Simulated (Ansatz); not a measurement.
# CH6FNSn (SMILES [CH3][SnH]([NH2])[F]): levels of theory compared

Aim: a comparison of 3 runs (CAM-B3LYP/def2-TZVP, r2SCAN/def2-TZVP, MP2/3-21G) of CH6FNSn. 

Program for the calculation: Ansatz 0.2.0.

5 further runs of the same task are left out: 3 for a known fault of the program, 2 set aside as unsound or not needed.

**1. The molecule**

CH6FNSn has 10 atoms, charge 0, and is taken as a singlet. As SMILES, `[CH3][SnH]([NH2])[F]`. Geometry: relaxed at PBE0-D4/def2-TZVP. This is one conformer, not always the lowest.

Bond lengths: C1–Sn2 2.121 Å, Sn2–N3 2.000 Å, Sn2–F4 1.931 Å, C1–H5 1.090 Å, C1–H6 1.090 Å, C1–H7 1.089 Å, Sn2–H8 1.704 Å, N3–H9 1.008 Å, N3–H10 1.008 Å. Some angles: C1–Sn2–N3 111.9°, C1–Sn2–F4 103.5°, N3–Sn2–F4 105.0°, C1–Sn2–H8 120.3°, N3–Sn2–H8 111.0°, F4–Sn2–H8 103.2°, Sn2–C1–H5 108.9°, Sn2–C1–H6 110.7°, Sn2–C1–H7 109.4°, Sn2–N3–H9 117.9°.

**2. Energy and forces at CAM-B3LYP/def2-TZVP (core potential) (run 1)**

molecule.yaml

```yaml
crystal:
  periodic: [false, false, false]
  atoms:
    - {symbol: C, position_ang: [-1.023300, 1.186900, 0.305600]}
    - {symbol: Sn, position_ang: [-0.012600, -0.424100, -0.632800]}
    - {symbol: "N", position_ang: [1.522200, -1.085200, 0.465800]}
    - {symbol: F, position_ang: [-1.308600, -1.855400, -0.593400]}
    - {symbol: H, position_ang: [-1.191500, 0.935400, 1.352900]}
    - {symbol: H, position_ang: [-0.432400, 2.100700, 0.242800]}
    - {symbol: H, position_ang: [-1.985300, 1.342500, -0.181300]}
    - {symbol: H, position_ang: [0.413300, -0.329300, -2.280300]}
    - {symbol: H, position_ang: [1.719700, -0.610700, 1.333200]}
    - {symbol: H, position_ang: [2.381600, -1.312000, -0.009700]}
basis:
  gaussian:
    orbitals: def2-TZVP
hamiltonian:
  xc: {name: CAM-B3LYP}
accuracy: high
output: {forces: true, orbitals: {seedname: orbitals}}
```

On the command line:

```bash
$ ansatz run molecule.yaml --threads 1 --pin off --max-ram 2610MiB --events-out events.jsonl --progress --plain --runs-dir runs
```

The log of the run, shortened:

```text
Warning: RAYON_NUM_THREADS=1 ignored (pool sized by the plan → 1); use --threads N
Functional definition: CAM-B3LYP
  name "CAM-B3LYP"
[...]
3397 factors; integrals over basis functions are off by at most 2.2e-8 eV
548 factors; integrals over basis functions are off by at most 2.4e-9 eV
[...]
mean field -11174.30473956 eV, -410.6481249631 hartree, gradient 6.0e-8 eV, S^2 0.000000; 0 other end points of the search recorded, 0 dependent functions left out
[...]
reference -11174.30476275 eV, -410.6481258151 hartree; 25, 25 occupied and 154, 154 virtual orbitals, 3397 factors
Total energy: -11174.30476275 eV, -410.6481258151 hartree
Atom 0 at    -1.023300     1.186900     0.305600 Å, force    -0.014719     0.019080     0.010486 eV/Å
Atom 1 at    -0.012600    -0.424100    -0.632800 Å, force     0.016923    -0.006653    -0.058266 eV/Å
Atom 2 at     1.522200    -1.085200     0.465800 Å, force     0.042081     0.097163    -0.035433 eV/Å
Atom 3 at    -1.308600    -1.855400    -0.593400 Å, force    -0.021121    -0.013924    -0.004507 eV/Å
Atom 4 at    -1.191500     0.935400     1.352900 Å, force     0.004494     0.030834    -0.070076 eV/Å
Atom 5 at    -0.432400     2.100700     0.242800 Å, force    -0.050301    -0.050589     0.011796 eV/Å
Atom 6 at    -1.985300     1.342500    -0.181300 Å, force     0.060023     0.001712     0.041024 eV/Å
Atom 7 at     0.413300    -0.329300    -2.280300 Å, force    -0.018769    -0.001415     0.076225 eV/Å
Atom 8 at     1.719700    -0.610700     1.333200 Å, force    -0.007306    -0.040983     0.008785 eV/Å
Atom 9 at     2.381600    -1.312000    -0.009700 Å, force    -0.011304    -0.035225     0.019967 eV/Å
Dipole moment:     0.445302     0.717906     0.050702 e Å
```

Wall time 81 s (1 thread of Intel Xeon at 2.50GHz (Skylake/Cascade Lake), shared host); peak memory 1 GiB.

**3. Energy and forces at r2SCAN/def2-TZVP (core potential) (run 2)**

input.yaml

```yaml
basis:
  gaussian:
    orbitals: def2-TZVP
crystal:
  periodic: [false, false, false]
  atoms:
    - {symbol: C, position_ang: [-1.023300, 1.186900, 0.305600]}
    - {symbol: Sn, position_ang: [-0.012600, -0.424100, -0.632800]}
    - {symbol: "N", position_ang: [1.522200, -1.085200, 0.465800]}
    - {symbol: F, position_ang: [-1.308600, -1.855400, -0.593400]}
    - {symbol: H, position_ang: [-1.191500, 0.935400, 1.352900]}
    - {symbol: H, position_ang: [-0.432400, 2.100700, 0.242800]}
    - {symbol: H, position_ang: [-1.985300, 1.342500, -0.181300]}
    - {symbol: H, position_ang: [0.413300, -0.329300, -2.280300]}
    - {symbol: H, position_ang: [1.719700, -0.610700, 1.333200]}
    - {symbol: H, position_ang: [2.381600, -1.312000, -0.009700]}
hamiltonian:
  xc: r2scan
accuracy: high
output: {forces: true, orbitals: {seedname: orbitals}}
```

On the command line:

```bash
$ ansatz run input.yaml --threads 1 --pin off --max-ram 2610MiB --events-out events.jsonl --progress --plain --runs-dir runs
```

The log of the run, shortened:

```text
Warning: RAYON_NUM_THREADS=1 ignored (pool sized by the plan → 1); use --threads N
Functional definition: r2SCAN
  name "r2SCAN"
[...]
3397 factors; integrals over basis functions are off by at most 2.2e-8 eV
[...]
mean field -11176.16548011 eV, -410.7165059171 hartree, gradient 9.7e-9 eV, S^2 0.000000; 0 other end points of the search recorded, 0 dependent functions left out
[...]
reference -11176.16548147 eV, -410.7165059670 hartree; 25, 25 occupied and 154, 154 virtual orbitals, 3397 factors
Total energy: -11176.16548147 eV, -410.7165059670 hartree
Atom 0 at    -1.023300     1.186900     0.305600 Å, force    -0.042520     0.051177     0.048154 eV/Å
Atom 1 at    -0.012600    -0.424100    -0.632800 Å, force     0.015938     0.086735    -0.115604 eV/Å
Atom 2 at     1.522200    -1.085200     0.465800 Å, force    -0.000813    -0.089683     0.049772 eV/Å
Atom 3 at    -1.308600    -1.855400    -0.593400 Å, force    -0.058382    -0.064671     0.013211 eV/Å
Atom 4 at    -1.191500     0.935400     1.352900 Å, force    -0.001829     0.000209     0.001971 eV/Å
Atom 5 at    -0.432400     2.100700     0.242800 Å, force    -0.001351     0.000678     0.001136 eV/Å
Atom 6 at    -1.985300     1.342500    -0.181300 Å, force    -0.003919    -0.000955     0.000040 eV/Å
Atom 7 at     0.413300    -0.329300    -2.280300 Å, force     0.006022    -0.015811    -0.025159 eV/Å
Atom 8 at     1.719700    -0.610700     1.333200 Å, force     0.023729     0.035602     0.051389 eV/Å
Atom 9 at     2.381600    -1.312000    -0.009700 Å, force     0.063124    -0.003282    -0.024910 eV/Å
Dipole moment:     0.432788     0.690493     0.071147 e Å
```

Wall time 78 s (1 thread of Intel Xeon at 2.50GHz (Skylake/Cascade Lake), shared host); peak memory 0.85 GiB.

**4. Energy and forces at MP2/3-21G (run 3)**

in.yaml

```yaml
crystal:
  periodic: [false, false, false]
  atoms:
    - {symbol: C, position_ang: [-1.023300, 1.186900, 0.305600]}
    - {symbol: Sn, position_ang: [-0.012600, -0.424100, -0.632800]}
    - {symbol: "N", position_ang: [1.522200, -1.085200, 0.465800]}
    - {symbol: F, position_ang: [-1.308600, -1.855400, -0.593400]}
    - {symbol: H, position_ang: [-1.191500, 0.935400, 1.352900]}
    - {symbol: H, position_ang: [-0.432400, 2.100700, 0.242800]}
    - {symbol: H, position_ang: [-1.985300, 1.342500, -0.181300]}
    - {symbol: H, position_ang: [0.413300, -0.329300, -2.280300]}
    - {symbol: H, position_ang: [1.719700, -0.610700, 1.333200]}
    - {symbol: H, position_ang: [2.381600, -1.312000, -0.009700]}
basis:
  gaussian:
    orbitals: 3-21G-spherical.json
correlation:
  method: mp2
  frozen_orbitals: {C: 1, F: 1, H: 0, "N": 1, Sn: 18}
accuracy: high
output: {forces: true, orbitals: {seedname: orbitals}}
```

The basis set 3-21G is read from a file made from the Basis Set Exchange's data (not shown).

On the command line:

```bash
$ ansatz run in.yaml --threads 1 --pin off --max-ram 2610MiB --events-out events.jsonl --progress --plain --runs-dir runs
```

The log of the run, shortened:

```text
Warning: RAYON_NUM_THREADS=1 ignored (pool sized by the plan → 1); use --threads N
Functional definition: HF
  name "HF"
[...]
1559 factors; integrals over basis functions are off by at most 1.1e-8 eV
[...]
mean field -168452.60560860 eV, -6190.5190748389 hartree, gradient 3.3e-8 eV, S^2 0.000000; 0 other end points of the search recorded, 0 dependent functions left out
21 core orbitals not correlated: weight in the atoms' cores, before any rotation towards them, 1.000 or more for the frozen orbitals, at most 0.000 for the correlated occupied ones
reference -168452.60560860 eV, -6190.5190748389 hartree; 18, 18 occupied and 31, 31 virtual orbitals, 1559 factors
second order -10.04962110 eV of doubles, -0.00000000 eV of singles
[...]
Total energy: -168462.65522970 eV, -6190.8883916025 hartree
Atom 0 at    -1.023300     1.186900     0.305600 Å, force     0.079686     0.274841    -0.011009 eV/Å
Atom 1 at    -0.012600    -0.424100    -0.632800 Å, force    -0.672622    -1.340880     0.240363 eV/Å
Atom 2 at     1.522200    -1.085200     0.465800 Å, force    -0.050314     0.696571    -0.388332 eV/Å
Atom 3 at    -1.308600    -1.855400    -0.593400 Å, force     0.229555     0.188914    -0.005997 eV/Å
Atom 4 at    -1.191500     0.935400     1.352900 Å, force    -0.085567     0.082922     0.159152 eV/Å
Atom 5 at    -0.432400     2.100700     0.242800 Å, force    -0.039599     0.218070     0.071460 eV/Å
Atom 6 at    -1.985300     1.342500    -0.181300 Å, force    -0.165611     0.154050     0.039044 eV/Å
Atom 7 at     0.413300    -0.329300    -2.280300 Å, force     0.254606     0.239366    -0.600668 eV/Å
Atom 8 at     1.719700    -0.610700     1.333200 Å, force     0.026050    -0.063765     0.626813 eV/Å
Atom 9 at     2.381600    -1.312000    -0.009700 Å, force     0.423815    -0.450089    -0.130827 eV/Å
Dipole moment:     0.491970     0.679293     0.066364 e Å
```

It took 16 s on 1 thread of Intel Xeon at 2.50GHz (Skylake/Cascade Lake), shared host; peak memory 0.23 GiB.

**5. Overview of the runs**

| run | level | core potential | frozen core orbitals | energy (Eh) | dipole moment (D) | HOMO energy (eV) | LUMO energy (eV) | wall time |
| --- | --- | --- | --- | --- | --- | --- | --- | --- |
| 1 | CAM-B3LYP/def2-TZVP (core potential) | def2-TZVP | – | -410.648126 | 4.07 | -8.89 | 0.82 | 81 s |
| 2 | r2SCAN/def2-TZVP (core potential) | def2-TZVP | – | -410.716506 | 3.93 | -6.31 | -0.56 | 78 s |
| 3 | MP2/3-21G | none | 21 | -6190.888392 | 4.04 | -10.53 | 3.94 | 16 s |

**6. Outcome**

| quantity | value |
| --- | --- |
| run 3: total energy | -6190.88839 Eh |
| run 3: dipole moment (correlated density) | 4.04 D |
| run 3: HOMO energy (Hartree–Fock orbitals) | -10.53 eV |
| run 3: LUMO energy (Hartree–Fock orbitals) | 3.94 eV |
| run 3: HOMO–LUMO gap (Hartree–Fock orbitals) | 14.46 eV |
| run 3: correlation energy (21 core orbitals frozen) | -369.3 mEh |
| run 3: largest force on an atom | 1.519 eV/Å |

In words: The dipole moment (its size) runs from 3.93 D (r2SCAN/def2-TZVP) to 4.07 D (CAM-B3LYP/def2-TZVP). Totals of different functionals can't be ranked against each other. Some runs of one species differ in core potentials or relativity; totals across that change don't compare. In run 3 relativity is left out where basis or elements ask for it. All runs together took 2.9 min, the longest 81 s.
